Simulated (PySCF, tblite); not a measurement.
# C6H18Si4: geometry, infrared bands and NMR shifts

Aim: predict the infrared bands and NMR shifts of C6H18Si4 (`C=CC[Si@@H]1[SiH2][SiH2][Si@H]1CCC`).

The runs use tblite 0.8.0 and PySCF 2.14.0, with density-fitted response routines of our own; the level of theory stands in each step. All values are computed, except where a source is named. Atoms count from 0, in the outputs and in this text.

## (1) The molecule as given

28 atoms, charge 0, multiplicity 1; geometry from: force field or distance geometry start.

Bonds of the start (Å): C0–C1 1.35, C1–C2 1.49, C2–Si3 1.85, Si3–Si4 2.29, Si4–Si5 2.30, Si5–Si6 2.29, Si6–C7 1.85, C7–C8 1.53, C8–C9 1.53, Si6–Si3 2.28, C0–H10 1.08, C0–H11 1.08, C1–H12 1.10, C2–H13 1.10, C2–H14 1.11, Si3–H15 1.51, Si4–H16 1.49, Si4–H17 1.49, Si5–H18 1.48, Si5–H19 1.49, Si6–H20 1.48, C7–H21 1.10, C7–H22 1.09, C8–H23 1.09, C8–H24 1.10, C9–H25 1.10, C9–H26 1.09, C9–H27 1.09.

## (2) Optimising the geometry with GFN2-xTB

What the job is given:

```
{"job": {"kind": "relax", "xc": "GFN2-xTB", "basis": "xTB"}, "charge": 0, "multiplicity": 1}
C      4.756500     0.973700     0.577700
C      3.543000     1.547800     0.750000
C      2.404600     1.391000    -0.192400
Si     0.922100     0.516700     0.491300
Si     1.244200    -1.747900     0.633500
Si     0.422600    -1.882000    -1.509600
Si    -0.638300     0.105400    -1.118400
C     -2.333200    -0.145200    -0.409300
C     -3.056900     1.116900     0.052400
C     -4.455100     0.804100     0.591100
H      5.545000     1.128800     1.295000
H      4.960500     0.348100    -0.280400
H      3.390000     2.174500     1.646200
H      2.737900     0.895400    -1.115300
H      2.088100     2.411900    -0.499900
H      0.357800     1.142700     1.739200
H      2.664900    -2.171300     0.769100
H      0.337300    -2.395200     1.616300
H     -0.494500    -3.020900    -1.746800
H      1.498500    -1.744700    -2.531200
H     -0.609000     1.067700    -2.248300
H     -2.290000    -0.850500     0.428200
H     -2.948400    -0.630100    -1.167300
H     -2.491200     1.614700     0.836800
H     -3.152400     1.835200    -0.776300
H     -4.405900     0.125400     1.449900
H     -5.070200     0.341500    -0.183300
H     -4.949000     1.725300     0.916000
```

The run is started by

```sh
$ OMP_NUM_THREADS=1 python probes_run.py task.json out
```

The driver reads the jobs from task.json and runs them one after another.

**Question.** This job is followed by: GFN2-xTB harmonic vibrations, gas phase; PBE0-D3(BJ)/def2-SVP geometry optimisation, gas phase; GIAO PBE0/pcSseg-1 NMR shielding, non-relativistic, gas phase; GIAO PBE/pcSseg-1 NMR shielding, non-relativistic, gas phase. Predict these results of the whole session: strongest single infrared mode (GFN2-xTB); zero-point energy (GFN2-xTB); point group; rotational constants (main isotopes); 13C shifts against TMS (PBE0/pcSseg-1); 1H shifts against TMS (PBE0/pcSseg-1, means over atoms taken as alike); 29Si shifts against TMS (PBE0/pcSseg-1); range of the shift of C2.

The runs gave:

| quantity | value |
| --- | --- |
| strongest single infrared mode (GFN2-xTB) | 2172 cm⁻¹, 697 km/mol |
| zero-point energy (GFN2-xTB) | 132.7 kcal/mol |
| point group | C1 |
| rotational constants (main isotopes) | 1.07, 0.39, 0.34 GHz |
| 13C shifts against TMS (PBE0/pcSseg-1) | 144.6, 121.4, 25.3, 20.4, 19.3, 14.1 ppm |
| 1H shifts against TMS (PBE0/pcSseg-1, means over atoms taken as alike) | 5.98, 5.25, 5.22, 4.44, 4.32, 3.96, 3.94, 3.88, 3.75, 2.00, 1.59, 1.32, 1.30, 1.07 ppm and more |
| 29Si shifts against TMS (PBE0/pcSseg-1) | -49.5, -51.5, -98.3, -98.6 ppm |
| range of the shift of C2 | 19.3 to 22.3 ppm |

Relaxing lowered the energy by 0.594 eV in 130 steps; the close pair that moved most is Si3–Si6, from 2.279 to 2.376 Å (GFN2-xTB). All 78 modes are real, so the xTB geometry is a minimum. The strongest single mode, at 2172 cm⁻¹, is spread over several atoms, H18, H17, H19 among them. GFN2-xTB is a fitted tight-binding method: band positions and strengths are rough. Its intensities can rank the bands wrongly. Relaxing lowered the energy by 0.393 eV in 16 steps; the close pair that moved most is Si5–H19, from 1.452 to 1.499 Å (PBE0/def2-SVP). The most deshielded carbon is C1 (alkene CH), at 144.6 ppm: the olefinic region. The most deshielded hydrogen is H12 (hydrogen on an alkene CH), at 5.98 ppm: attached to an sp2 carbon and in the plane of the double bond. At PBE0/pcSseg-1: Shielding is most anisotropic at C1 (span 240 ppm, paramagnetic term -217 ppm). In ppm, C2 moves most: its shift spreads over 2.9 ppm, from 19.3 (PBE0/pcSseg-1) to 22.3 (PBE/pcSseg-1).
